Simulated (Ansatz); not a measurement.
# CH3BN2O: small, medium and large basis sets

An exercise on one series of results from a longer session: the logs are not shown, and one member is left open.

Method: one geometry, several basis sets; program: Ansatz 0.2.0, Gaussian basis.

Levels to be run: PBE0-D4/def2-SVP; ωB97M-V/def2-SVP; PBE0-D4/def2-QZVPP; ωB97M-V/def2-QZVPP; the functionals' def2-TZVPP values are taken from earlier runs.

## The geometry

The geometry comes from an earlier relaxation with PBE0-D4 in a triple-zeta def2 set; it is a stationary point, not always the lowest conformer.

SMILES `N=C1OB1N`, 8 atoms, charge 0, spin multiplicity 1.

Atoms are counted from 1 here; the program's logs count them from 0.

Bond lengths: N1–C2 1.243 Å, N1–H6 1.016 Å, C2–O3 1.417 Å, C2–B4 1.488 Å, O3–B4 1.378 Å, B4–N5 1.376 Å, N5–H7 1.006 Å, N5–H8 1.004 Å. Angles: C2–N1–H6 110.3°, N1–C2–O3 127.7°, N1–C2–B4 175.7°, O3–C2–B4 56.6°, C2–O3–B4 64.3°, C2–B4–O3 59.1°, C2–B4–N5 162.6°, O3–B4–N5 138.2°, B4–N5–H7 122.4°, B4–N5–H8 122.8°, H7–N5–H8 114.8°.

Coordinates:

```xyz
8
charge 0, multiplicity 1
N     0.5914    1.0475    2.0238
C     0.3047    0.3667    1.0238
O     0.2649   -1.0461    0.9192
B    -0.0535   -0.3531   -0.2287
N    -0.4210   -0.6289   -1.5258
H     0.5366    2.0382    1.8033
H    -0.5243   -1.5696   -1.8680
H    -0.6066    0.0880   -2.2033
```

The first run:

Input file in.yaml:

```yaml
crystal:
  periodic: [false, false, false]
  atoms:
    - {symbol: N, position_ang: [0.591365, 1.047535, 2.023757]}
    - {symbol: C, position_ang: [0.304690, 0.366702, 1.023764]}
    - {symbol: O, position_ang: [0.264893, -1.046097, 0.919191]}
    - {symbol: B, position_ang: [-0.053465, -0.353078, -0.228715]}
    - {symbol: N, position_ang: [-0.421009, -0.628938, -1.525829]}
    - {symbol: H, position_ang: [0.536557, 2.038231, 1.803323]}
    - {symbol: H, position_ang: [-0.524320, -1.569581, -1.868032]}
    - {symbol: H, position_ang: [-0.606612, 0.088028, -2.203259]}
basis:
  gaussian: {orbitals: def2-SVP}
hamiltonian: {xc: pbe0, dispersion: d4}
output: {orbitals: {seedname: orbitals}}
```

The run is started by

```bash
ansatz run in.yaml --threads 2 --pin off --events-out ev --progress --plain --max-ram 4352MiB
```

Steps of the session up to this table: PBE0-D4 in def2-SVP; ωB97M-V in def2-SVP; PBE0-D4 in def2-QZVPP; ωB97M-V in def2-QZVPP.

One table of the session follows, with a row left open; its other results are not shown here.

It belongs to the step «Functionals by basis». 

```
functional       basis  HOMO (eV)  LUMO (eV)
   PBE0-D4    def2-SVP      -7.08      -0.05
   PBE0-D4  def2-TZVPP      -7.34      -0.38
   PBE0-D4  def2-QZVPP      -7.39      -0.47
   ωB97M-V    def2-SVP          ?          ?
   ωB97M-V  def2-TZVPP      -9.66       1.60
   ωB97M-V  def2-QZVPP      -9.71       1.22
```

Estimate the missing values for ωB97M-V, def2-SVP.

As computed: HOMO (eV): -9.39; LUMO (eV): 2.27. In the column «HOMO (eV)» it lies between ωB97M-V, def2-TZVPP (-9.66) and PBE0-D4, def2-QZVPP (-7.39).
